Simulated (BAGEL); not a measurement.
# One shape, several levels: GeS (germanium sulfide)

We compute a comparison of 6 runs (HF/3-21G, HF/def2-SVP, B3LYP/6-31G*, RI-MP2/STO-3G, RI-MP2/def2-SVP) of GeS (germanium sulfide). 

The results are computed with BAGEL 1.2.2.

3 further runs of the same task are left out: 3 set aside as unsound or not needed.

## Step 1: The molecule

GeS has 2 atoms, charge 0, and is taken as a singlet. SMILES: `[S+]#[Ge-]`. Geometry: the measured bond length.

Bond lengths: S1–Ge2 2.012 Å.

## Step 2: A single-point energy at HF/3-21G (run 1)

File calc.json:

```json
{ "bagel" : [

{
  "title" : "molecule",
  "basis" : "3-21g",
  "df_basis" : "qzvpp-jkfit",
  "angstrom" : "false",
  "geometry" : [
    { "atom" : "S", "xyz" : [  0.00000000,  0.00000000,  0.00000000 ] },
    { "atom" : "Ge", "xyz" : [  0.00000000,  0.00000000,  3.80229148 ] }
  ]
},
{ "title" : "hf", "df" : "false" },
{ "title" : "print", "file" : "orbitals.molden", "orbitals" : "true" }

]}
```

Started as:

```
$ BAGEL_NUM_THREADS=1 BAGEL calc.json > calc.out
```

What it wrote:

```text
* using 1 threads per process

  ===============================================================
  ===============================================================

  *** Geometry ***

  { "atom" : "S", "xyz" : [      0.000000,      0.000000,      0.000000 ] },
  { "atom" : "Ge", "xyz" : [      0.000000,      0.000000,      3.802291 ] },

  Number of auxiliary basis functions:      394

  Since a DF basis is specified, we compute 2- and 3-index integrals:
    o Being stored without compression. Storage requirement is 0.004 GB

  Number of basis functions:       35
  Number of electrons      :       48

    * METHOD: MOLECULE                             0.08

  *** RHF ***

  === Nuclear Repulsion ===
   134.6556419183

      * DIIS with orbital gradients will be used.

  === RHF iteration (3-21g) ===
      0      -2460.66400404          0.03146197           0.04
      1      -2460.84949797          0.02135819           0.04
      2      -2460.92399390          0.00500010           0.04
      3      -2460.93006286          0.00048328           0.04
      4      -2460.93021490          0.00009463           0.03
      5      -2460.93022145          0.00003554           0.03
      6      -2460.93022240          0.00000900           0.03
      7      -2460.93022246          0.00000096           0.03
      8      -2460.93022246          0.00000020           0.03
      9      -2460.93022246          0.00000006           0.03
     10      -2460.93022246          0.00000001           0.03
    * SCF iteration converged.

    * Permanent dipole moment:
           (   -0.000000,    -0.000000,    -1.431307) a.u.

    * METHOD: HF                                   0.47

    * METHOD: PRINT                                0.00

  ===============================================================
```

It took 0.72 s on 1 thread of Arm Neoverse V2, shared host; peak memory 0.2 GiB.

## Step 3: The energy at HF/def2-SVP (run 2)

File calc.json:

```json
{ "bagel": [

{
  "title": "molecule",
  "basis": "svp",
  "df_basis": "qzvpp-jkfit",
  "angstrom": "true",
  "geometry": [
    { "atom": "S", "xyz": [       0.000000,       0.000000,       0.000000 ] },
    { "atom": "Ge", "xyz": [       0.000000,       0.000000,       2.012086 ] }
  ]
},

{ "title": "hf", "charge": 0, "df": "false" },

{ "title": "print", "file": "orbitals.molden", "orbitals": "true" }

]}
```

Started as:

```
$ BAGEL_NUM_THREADS=1 BAGEL calc.json > calc.out
```

What it wrote:

```text
* using 1 threads per process

  ===============================================================
  ===============================================================

  *** Geometry ***

  { "atom" : "S", "xyz" : [      0.000000,      0.000000,      0.000000 ] },
  { "atom" : "Ge", "xyz" : [      0.000000,      0.000000,      3.802291 ] },

  Number of auxiliary basis functions:      394

  Since a DF basis is specified, we compute 2- and 3-index integrals:
    o Being stored without compression. Storage requirement is 0.008 GB

  Number of basis functions:       50
  Number of electrons      :       48

    * METHOD: MOLECULE                             0.09

  *** RHF ***

  === Nuclear Repulsion ===
   134.6556418876

      * DIIS with orbital gradients will be used.

  === RHF iteration (svp) ===
      0      -2472.20153598          0.02442524           0.13
      1      -2472.48470703          0.01350085           0.13
      2      -2472.53562156          0.00409447           0.13
      3      -2472.54111130          0.00049384           0.13
      4      -2472.54127768          0.00018254           0.13
      5      -2472.54129389          0.00004754           0.13
      6      -2472.54129536          0.00002048           0.13
      7      -2472.54129576          0.00000742           0.13
      8      -2472.54129580          0.00000164           0.13
      9      -2472.54129580          0.00000084           0.13
     10      -2472.54129580          0.00000008           0.13
     11      -2472.54129580          0.00000002           0.13
     12      -2472.54129580          0.00000001           0.12
    * SCF iteration converged.

    * Permanent dipole moment:
           (    0.000000,    -0.000000,    -0.997355) a.u.

    * METHOD: HF                                   1.88

    * METHOD: PRINT                                0.00

  ===============================================================
```

Wall time 2.1 s (1 thread of Arm Neoverse V2, shared host); peak memory 0.082 GiB.

Runs 3 to 5 aren't shown in full; the table further down has their settings and results.

## Step 4: Energy and gradient at RI-MP2/def2-SVP (density fitting with qzvpp-jkfit) (run 6)

File input.json:

```json
{ "bagel" : [

{
  "title" : "molecule",
  "basis" : "svp",
  "df_basis" : "qzvpp-jkfit",
  "angstrom" : true,
  "geometry" : [
    { "atom" : "S", "xyz" : [       0.000000,       0.000000,       0.000000 ] },
    { "atom" : "Ge", "xyz" : [       0.000000,       0.000000,       2.012086 ] }
  ]
},

{
  "title" : "force",
  "method" : [
    { "title" : "mp2", "ncore" : 14 }
  ]
}

]}
```

Started as:

```
$ BAGEL_NUM_THREADS=1 BAGEL input.json > input.out
```

What it wrote:

```text
* using 1 threads per process

  ===============================================================
  ===============================================================

  *** Geometry ***

  { "atom" : "S", "xyz" : [      0.000000,      0.000000,      0.000000 ] },
  { "atom" : "Ge", "xyz" : [      0.000000,      0.000000,      3.802291 ] },

  Number of auxiliary basis functions:      394

  Since a DF basis is specified, we compute 2- and 3-index integrals:
    o Being stored without compression. Storage requirement is 0.008 GB

[... 20 lines left out ...]
    * SCF iteration converged.
[... 1 line left out ...]
    * Permanent dipole moment:
[... 6 lines left out ...]
      MP2 correlation energy:   -0.3317821938
[... 1 line left out ...]
    * Permanent dipole moment: MP2 unrelaxed
[... 2 lines left out ...]
  === Z-vector iteration ===

      0     0.00104255617566           0.01
      1     0.00022223721887           0.00
      2     0.00008836706871           0.01
[... 5 lines of this table left out ...]
      8     0.00000000698402           0.01

    * Permanent dipole moment: MP2 relaxed
           (    0.000000,    -0.000000,    -0.497899) a.u.

  * Nuclear energy gradient

    o Atom   0
        x          0.0000000000
        y         -0.0000000000
        z          0.0059346916
    o Atom   1
        x         -0.0000000000
        y          0.0000000000
        z         -0.0059346922

    * METHOD: FORCE                                1.11

  ===============================================================
```

It took 1.4 s on 1 thread of Arm Neoverse V2, shared host; peak memory 0.2 GiB.

## Step 5: All runs side by side

| run | level | integral approximation | Cartesian functions | energy (Eh) | dipole moment (D) | HOMO energy (eV) | LUMO energy (eV) | wall time |
| --- | --- | --- | --- | --- | --- | --- | --- | --- |
| 1 | HF/3-21G | none | no | -2460.930222 | 3.64 | -10.24 | 0.35 | 0.72 s |
| 2 | HF/def2-SVP | none | no | -2472.541296 | 2.54 | -10.19 | 0.75 | 2.1 s |
| 3 | B3LYP/6-31G* (density fitting with qzvpp-jkfit, spherical functions) | qzvpp-jkfit | no | -2474.988343 | 2.02 | -7.71 | -2.54 | 1.8 s |
| 4 | B3LYP/6-31G* (density fitting with qzvpp-jkfit, Cartesian functions) | qzvpp-jkfit | yes | -2474.996788 | 2.03 | -7.70 | -2.54 | 2.6 s |
| 5 | RI-MP2/STO-3G (density fitting with qzvpp-jkfit) | qzvpp-jkfit | no | -2445.005530 | 0.43 | – | – | 0.83 s |
| 6 | RI-MP2/def2-SVP (density fitting with qzvpp-jkfit) | qzvpp-jkfit | no | -2472.872991 | 1.27 | – | – | 1.4 s |

## Step 6: Outcome

| quantity | value |
| --- | --- |
| run 6: total energy | -2472.87299 Eh |
| run 6: dipole moment (of the density that the program reports) | 1.27 D |
| run 6: correlation energy (14 core orbitals frozen) | -331.8 mEh |
| run 6: largest force on an atom | 0.305 eV/Å |

The dipole moment (its size) runs from 0.43 D (RI-MP2/STO-3G) to 3.64 D (HF/3-21G). The two ends differ in method and basis. The two dipoles point in opposite directions. Over runs 1, 2, 3, 4 the HOMO–LUMO gap runs from 5.16 eV (B3LYP/6-31G*) to 10.93 eV (HF/def2-SVP). In run 5 the basis is minimal, so the values are rough. All runs together took 9.4 s, the longest 2.6 s.
